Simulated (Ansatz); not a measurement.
# TiAlF2: the cost of one run

Method: DFT PBE, scalar-relativistic, plane waves, PAW, in Ansatz 0.2.0.

1 further run of the same task is left out (it didn't finish).

## Step 1: The structure to begin with

Symmetry: I4/mmm, No. 139, tetragonal system. The conventional cell has a = 3.821 Å, b = 3.821 Å, c = 7.437 Å, α = 90.00°, β = 90.00°, γ = 90.00°. Around Ti (site symmetry 4/mmm) lie 8 F at 2.67 Å and 4 Al at 2.70 Å. Al (site symmetry 4/mmm) is surrounded by 8 F at 2.67 Å and 4 Ti at 2.70 Å. F (site symmetry -4m2) has 4 Ti at 2.67 Å and 4 Al at 2.67 Å and 4 F at 2.70 Å in its first shell of neighbours.

Coordinates:

```
CELL_PARAMETERS angstrom
-1.91059 1.91059 3.71832
1.91059 -1.91059 3.71832
1.91059 1.91059 -3.71832
ATOMIC_POSITIONS crystal
Ti 0.50000 0.50000 0.00000
Al 0.00000 0.00000 0.00000
F 0.75000 0.25000 0.50000
F 0.25000 0.75000 0.50000
```

The cell is invented: species swapped into a database cell of TiCuNi2 (I4/mmm, No. 139), with Al on the Ti sites, Ti on the Cu sites and F on the Ni sites. Lengths come from tabulated atomic sizes and are only a guess.

## Step 2: The guess as it stands, on a coarse mesh

input.yaml reads:

```yaml
crystal:
  lattice:
    - [-1.91059434, 1.91059434, 3.71832457]
    - [1.91059434, -1.91059434, 3.71832457]
    - [1.91059434, 1.91059434, -3.71832457]
  atoms:
    - { symbol: Ti, position: [0.5, 0.5, 0.0], spin: 1.0 }
    - { symbol: Al, position: [0.0, 0.0, 0.0] }
    - { symbol: F, position: [0.75, 0.25, 0.5] }
    - { symbol: F, position: [0.25, 0.75, 0.5] }
basis:
  ecutwfc: 420
kpoints:
  mp_grid: { grid: [6, 6, 6] }
hamiltonian:
  xc: pbe
scf:
  occupations: { method: gaussian, width: 0.1 }
  lower_state_search: "off"
output:
  forces: true
  stress: true
  eigenvalues: true
  populations: true
magnetization:
  spin_polarized: true
```

Started as:

```bash
$ ansatz run input.yaml --threads 1 --pin off --max-ram 2560MiB --backend cpu --events-out ev --progress --plain --runs-dir out
```

**Question.** How long does this run take on 1 thread of INTEL XEON PLATINUM 8581C at 2.30GHz (Emerald Rapids), shared host, and how much memory does it need?

About 5.5 s, with a peak of 0.42 GiB.
